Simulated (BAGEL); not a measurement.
# triplet BNH2Cl2 at 4 levels

Wanted: a comparison of 4 runs (UHF/STO-3G, UHF/3-21G, ROHF/6-31G*, ROHF/def2-SVPD) of triplet BNH2Cl2. 

Program for the calculation: BAGEL 1.2.2.

20 further runs of the same task are left out: 20 set aside as unsound or not needed.

### 1 Starting point

The species is BNH2Cl2 (6 atoms), meant as a triplet with charge 0. As SMILES of the parent species, `NB(Cl)Cl`. The shape is that of a PBE0-D4/def2-TZVP optimisation. That shape belongs to the parent species and isn't relaxed for this state.

Bond lengths: N1–B2 1.384 Å, B2–Cl3 1.761 Å, B2–Cl4 1.761 Å, N1–H5 1.005 Å, N1–H6 1.005 Å. Angles: N1–B2–Cl3 120.3°, N1–B2–Cl4 120.3°, Cl3–B2–Cl4 119.5°, B2–N1–H5 122.3°, B2–N1–H6 122.3°, H5–N1–H6 115.3°.

### 2 A single-point energy at UHF/STO-3G (density fitting with qzvpp-jkfit) (run 1)

Contents of job.json:

```json
{ "bagel" : [

{
  "title" : "molecule",
  "basis" : "sto-3g",
  "df_basis" : "qzvpp-jkfit",
  "angstrom" : "true",
  "geometry" : [
    { "atom" : "N", "xyz" : [    0.479500,    0.537500,    0.353200 ] },
    { "atom" : "B", "xyz" : [   -0.329000,   -0.400500,   -0.264400 ] },
    { "atom" : "Cl", "xyz" : [   -2.038200,   -0.065500,   -0.525000 ] },
    { "atom" : "Cl", "xyz" : [    0.342900,   -1.939100,   -0.796300 ] },
    { "atom" : "H", "xyz" : [    1.458300,    0.378700,    0.517300 ] },
    { "atom" : "H", "xyz" : [    0.128700,    1.425000,    0.668800 ] }
  ]
},
{ "title" : "uhf", "nopen" : 2 },
{ "title" : "print", "file" : "orbitals.molden", "orbitals" : "true" }

]}
```

On the command line:

```console
$ BAGEL_NUM_THREADS=1 BAGEL job.json > job.out
```

The log of the run:

```text
* using 1 threads per process

  ===============================================================
  ===============================================================

  *** Geometry ***

  { "atom" : "N", "xyz" : [      0.906124,      1.015728,      0.667451 ] },
  { "atom" : "B", "xyz" : [     -0.621720,     -0.756835,     -0.499644 ] },
  { "atom" : "Cl", "xyz" : [     -3.851640,     -0.123777,     -0.992106 ] },
  { "atom" : "Cl", "xyz" : [      0.647987,     -3.664368,     -1.504789 ] },
  { "atom" : "H", "xyz" : [      2.755788,      0.715639,      0.977555 ] },
  { "atom" : "H", "xyz" : [      0.243208,      2.692860,      1.263849 ] },

  Number of auxiliary basis functions:      444

  Since a DF basis is specified, we compute 2- and 3-index integrals:
    o Being stored without compression. Storage requirement is 0.003 GB

  Number of basis functions:       30
  Number of electrons      :       48

    * METHOD: MOLECULE                             0.14

  *** Open-shell HF ***

  === Nuclear Repulsion ===
   182.1343567586

      * DIIS with orbital gradients will be used.

  === UHF iteration (sto-3g) ===
      0       -988.27178496          0.02280836           0.04
      1       -988.33181256          0.00555737           0.04
      2       -988.33598630          0.00149369           0.04
      3       -988.33668595          0.00056301           0.04
      4       -988.33692844          0.00020397           0.04
      5       -988.33698606          0.00002504           0.04
      6       -988.33698740          0.00000310           0.04
      7       -988.33698748          0.00000054           0.04
      8       -988.33698750          0.00000020           0.04
      9       -988.33698750          0.00000007           0.04
     10       -988.33698750          0.00000002           0.04
     11       -988.33698750          0.00000001           0.04
    * SCF iteration converged.

    * S^2 (UHF) is 2.0192

    * Permanent dipole moment:
           (   -1.897331,    -2.201486,    -1.449428) a.u.

    * METHOD: UHF                                  0.53

    * METHOD: PRINT                                0.00

  ===============================================================
```

Run time: 0.81 s. Hardware: 1 thread of Arm Neoverse V1, shared host.

### 3 The energy at UHF/3-21G (density fitting with qzvpp-jkfit) (run 2)

Contents of input.json:

```json
{ "bagel": [

{
  "title": "molecule",
  "basis": "3-21g",
  "df_basis": "qzvpp-jkfit",
  "angstrom": true,
  "geometry": [
    { "atom": "N", "xyz": [       0.479500,       0.537500,       0.353200 ] },
    { "atom": "B", "xyz": [      -0.329000,      -0.400500,      -0.264400 ] },
    { "atom": "Cl", "xyz": [      -2.038200,      -0.065500,      -0.525000 ] },
    { "atom": "Cl", "xyz": [       0.342900,      -1.939100,      -0.796300 ] },
    { "atom": "H", "xyz": [       1.458300,       0.378700,       0.517300 ] },
    { "atom": "H", "xyz": [       0.128700,       1.425000,       0.668800 ] }
  ]
},

{
  "title": "uhf",
  "nopen": 2
},

{
  "title": "print",
  "file": "orbitals.molden",
  "orbitals": true
}

]}
```

On the command line:

```console
$ BAGEL_NUM_THREADS=1 BAGEL input.json > input.out
```

The log of the run:

```text
* using 1 threads per process

  ===============================================================
  ===============================================================

  *** Geometry ***

  { "atom" : "N", "xyz" : [      0.906124,      1.015728,      0.667451 ] },
  { "atom" : "B", "xyz" : [     -0.621720,     -0.756835,     -0.499644 ] },
  { "atom" : "Cl", "xyz" : [     -3.851640,     -0.123777,     -0.992106 ] },
  { "atom" : "Cl", "xyz" : [      0.647987,     -3.664368,     -1.504789 ] },
  { "atom" : "H", "xyz" : [      2.755788,      0.715639,      0.977555 ] },
  { "atom" : "H", "xyz" : [      0.243208,      2.692860,      1.263849 ] },

  Number of auxiliary basis functions:      444

  Since a DF basis is specified, we compute 2- and 3-index integrals:
    o Being stored without compression. Storage requirement is 0.008 GB

  Number of basis functions:       48
  Number of electrons      :       48

    * METHOD: MOLECULE                             0.14

  *** Open-shell HF ***

  === Nuclear Repulsion ===
   182.1343567586

      * DIIS with orbital gradients will be used.

  === UHF iteration (3-21g) ===
      0       -994.27549264          0.02426043           0.06
      1       -994.33962294          0.00783634           0.06
      2       -994.34844037          0.00280568           0.06
      3       -994.35077847          0.00151513           0.07
      4       -994.35186121          0.00057926           0.06
      5       -994.35207303          0.00016279           0.06
      6       -994.35209147          0.00004182           0.06
      7       -994.35209332          0.00001206           0.06
      8       -994.35209377          0.00000181           0.07
      9       -994.35209381          0.00000080           0.06
     10       -994.35209383          0.00000038           0.06
     11       -994.35209383          0.00000014           0.07
     12       -994.35209383          0.00000008           0.06
     13       -994.35209383          0.00000003           0.06
     14       -994.35209383          0.00000001           0.06
     15       -994.35209383          0.00000001           0.07
    * SCF iteration converged.

    * S^2 (UHF) is 2.0200

    * Permanent dipole moment:
           (   -1.913702,    -2.220499,    -1.461913) a.u.

    * METHOD: UHF                                  1.13

    * METHOD: PRINT                                0.01

  ===============================================================
```

Run time: 1.4 s. Hardware: 1 thread of Arm Neoverse V1, shared host.

Run 3 isn't shown in full; the table further down has it.

### 4 A single-point energy at ROHF/def2-SVPD (density fitting with qzvpp-jkfit) (run 4)

Contents of hf.json:

```json
{ "bagel" : [

{
  "title" : "molecule",
  "basis" : "def2-svpd.json",
  "df_basis" : "qzvpp-jkfit",
  "angstrom" : true,
  "geometry" : [
    { "atom" : "N", "xyz" : [       0.479500,       0.537500,       0.353200 ] },
    { "atom" : "B", "xyz" : [      -0.329000,      -0.400500,      -0.264400 ] },
    { "atom" : "Cl", "xyz" : [      -2.038200,      -0.065500,      -0.525000 ] },
    { "atom" : "Cl", "xyz" : [       0.342900,      -1.939100,      -0.796300 ] },
    { "atom" : "H", "xyz" : [       1.458300,       0.378700,       0.517300 ] },
    { "atom" : "H", "xyz" : [       0.128700,       1.425000,       0.668800 ] }
  ]
},

{
  "title" : "rohf",
  "nopen" : 2
},

{
  "title" : "print",
  "file" : "orbitals.molden",
  "orbitals" : true
}

]}
```

The basis set def2-SVPD is read from a file made from the Basis Set Exchange's data (not shown).

On the command line:

```console
$ BAGEL_NUM_THREADS=1 BAGEL hf.json > hf.out
```

The log of the run:

```text
* using 1 threads per process

  ===============================================================
  ===============================================================

  *** Geometry ***

  { "atom" : "N", "xyz" : [      0.906124,      1.015728,      0.667451 ] },
  { "atom" : "B", "xyz" : [     -0.621720,     -0.756835,     -0.499644 ] },
  { "atom" : "Cl", "xyz" : [     -3.851640,     -0.123777,     -0.992106 ] },
  { "atom" : "Cl", "xyz" : [      0.647987,     -3.664368,     -1.504789 ] },
  { "atom" : "H", "xyz" : [      2.755788,      0.715639,      0.977555 ] },
  { "atom" : "H", "xyz" : [      0.243208,      2.692860,      1.263849 ] },

  Number of auxiliary basis functions:      444

  Since a DF basis is specified, we compute 2- and 3-index integrals:
    o Being stored without compression. Storage requirement is 0.043 GB

  Number of basis functions:      110
  Number of electrons      :       48

    * METHOD: MOLECULE                             0.22

  *** Open-shell HF ***

  === Nuclear Repulsion ===
   182.1343567586

      * DIIS with orbital gradients will be used.

  === ROHF iteration (def2-svpd.json) ===
      0       -998.62935082          0.03338569           0.19
      1       -998.75023644          0.02195640           0.19
      2       -998.78383169          0.01248136           0.18
      3       -998.80237803          0.00098020           0.18
      4       -998.80269888          0.00016985           0.19
      5       -998.80276092          0.00009876           0.18
      6       -998.80278837          0.00006769           0.18
      7       -998.80280285          0.00003637           0.18
      8       -998.80280941          0.00001510           0.18
      9       -998.80281084          0.00000632           0.18
[... 13 lines of this table left out ...]
     23       -998.80281041          0.00000002           0.18
     24       -998.80281041          0.00000001           0.19
     25       -998.80281041          0.00000001           0.19
     26       -998.80281041          0.00000001           0.19
    * SCF iteration converged.

    * S^2 (ROHF) is 2.0000

    * Permanent dipole moment:
           (   -0.105949,    -0.123148,    -0.080955) a.u.

    * METHOD: ROHF                                 5.18

    * METHOD: PRINT                                0.03

  ===============================================================
```

Wall time 5.7 s (1 thread of Arm Neoverse V1, shared host); peak memory 0.14 GiB.

### 5 The series

```
run                                                                level  energy (Eh)  dipole moment (D)   ⟨S²⟩  wall time
  1                        UHF/STO-3G (density fitting with qzvpp-jkfit)  -988.336987               8.25  2.019     0.81 s
  2                         UHF/3-21G (density fitting with qzvpp-jkfit)  -994.352094               8.33  2.020      1.4 s
  3  ROHF/6-31G* (density fitting with qzvpp-jkfit, spherical functions)  -999.079531               0.34  2.000       10 s
  4                    ROHF/def2-SVPD (density fitting with qzvpp-jkfit)  -998.802810               0.46  2.000      5.7 s
```

### 6 What came out

| quantity | value |
| --- | --- |
| run 4: total energy | -998.80281 Eh |
| run 4: dipole moment | 0.46 D |
| run 4: ⟨S²⟩ | 2.000 |

**Reading.** The dipole moment (its size) runs from 0.34 D (ROHF/6-31G*) to 8.33 D (UHF/3-21G). The two ends differ in method and basis. So wide a spread suggests that the runs ended on unlike SCF solutions, not only an effect of the method. In run 1 the basis is minimal, so the values are rough. All runs together took 18 s, the longest 10 s.
